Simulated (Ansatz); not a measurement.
# Sr2Mg: the cost of one run

Computed with the Python package of Ansatz 0.2.0. Level of theory: DFT r2SCAN, plane waves, PAW.

## 1. Starting point

It takes space group P6_3/mmc (No. 194, hexagonal). Conventional cell: a = 4.255 Å, b = 4.255 Å, c = 17.392 Å, α = 90.00°, β = 90.00°, γ = 120.00°. Sr (site symmetry 3m) is surrounded by 3 Mg at 3.58 Å. Around Mg (site symmetry -6m2) lie 6 Sr at 3.58 Å.

The script holds or builds the structure itself.

## 2. Script

Input file eos_sr2mg.py:

```python
'''Bulk modulus of Sr2Mg from an E(V) curve.'''

from dataclasses import dataclass

import ansatz
from ase.eos import EquationOfState
from ase.units import GPa
import numpy as np


@dataclass(frozen=True)
class Settings:
    xc: str = 'r2scan'
    sigma: float = 0.15
    kgrid: tuple[int, ...] = (6, 6, 2)


opts = Settings()

VECTORS = np.array([
    [4.25506, 0.0, 0.0],
    [-2.12753, 3.68499, 0.0],
    [0.0, 0.0, 17.392267],
])
SITES = [
    ('Sr', [2 / 3, 1 / 3, 0.400039]),
    ('Sr', [2 / 3, 1 / 3, 0.099961]),
    ('Sr', [1 / 3, 2 / 3, 0.900039]),
    ('Sr', [1 / 3, 2 / 3, 0.599961]),
    ('Mg', [1 / 3, 2 / 3, 0.25]),
    ('Mg', [2 / 3, 1 / 3, 0.75]),
]


def make_crystal(cell):
    crystal = ansatz.Crystal(lattice=ansatz.Lattice.of(cell))
    for symbol, position in SITES:
        crystal = crystal.atom(symbol, position)
    return crystal


def main() -> None:
    # uniform scaling of the cell
    volumes, energies = [], []
    for scale in np.linspace(0.95, 1.07, 5):
        cell = VECTORS * scale ** (1 / 3)
        model = make_crystal(cell).calculation()
        model = model.functional(opts.xc)
        model = model.pseudopotentials('paw')
        model = model.basis(48 * ansatz.Ry)
        model = model.occupations(ansatz.OccupationsMethod.FERMI_DIRAC, width=opts.sigma)
        model = model.kpoints(*opts.kgrid)
        rep = model.run().report
        volumes.append(abs(np.linalg.det(cell)) / len(SITES))
        energies.append(rep['free_energy_ev'] / len(SITES))
        print(f'V = {volumes[-1]:8.4f} A^3/atom  F = {energies[-1]:.5f} eV/atom')

    eos = EquationOfState(volumes, energies, eos='vinet')
    v0, e0, bulk = eos.fit()
    print(f'V0 = {v0:.4f} A^3/atom, E0 = {e0:.5f} eV/atom, B = {bulk / GPa:.1f} GPa')
    eos.plot('eos.png')


if __name__ == '__main__':
    main()
```

## 3. The input behind the calls

The package turns the script's settings into the engine's input (first run):

```yaml
crystal:
  lattice:
    - [4.182926403805931, 0.0, 0.0]
    - [-2.0914632019029655, 3.6225204741556682, 0.0]
    - [0.0, 0.0, 17.09742585447504]
  atoms:
    - { symbol: Sr, position: [0.6666666666666666, 0.3333333333333333, 0.400039] }
    - { symbol: Sr, position: [0.6666666666666666, 0.3333333333333333, 0.099961] }
    - { symbol: Sr, position: [0.3333333333333333, 0.6666666666666666, 0.900039] }
    - { symbol: Sr, position: [0.3333333333333333, 0.6666666666666666, 0.599961] }
    - { symbol: Mg, position: [0.3333333333333333, 0.6666666666666666, 0.25] }
    - { symbol: Mg, position: [0.6666666666666666, 0.3333333333333333, 0.75] }
basis:
  ecutwfc: 653.073269903712
kpoints:
  mp_grid:
    grid: [6, 6, 2]
hamiltonian:
  xc: r2scan
  pseudopotentials:
    kind: paw
scf:
  occupations:
    method: fermi_dirac
    width: 0.15
```

## 4. Launch

On the command line:

```sh
> python eos_sr2mg.py
```

Q: Estimate wall time and peak memory on 1 thread of Arm Neoverse V2, shared host.

About 2 min, with a peak of 1.4 GiB.
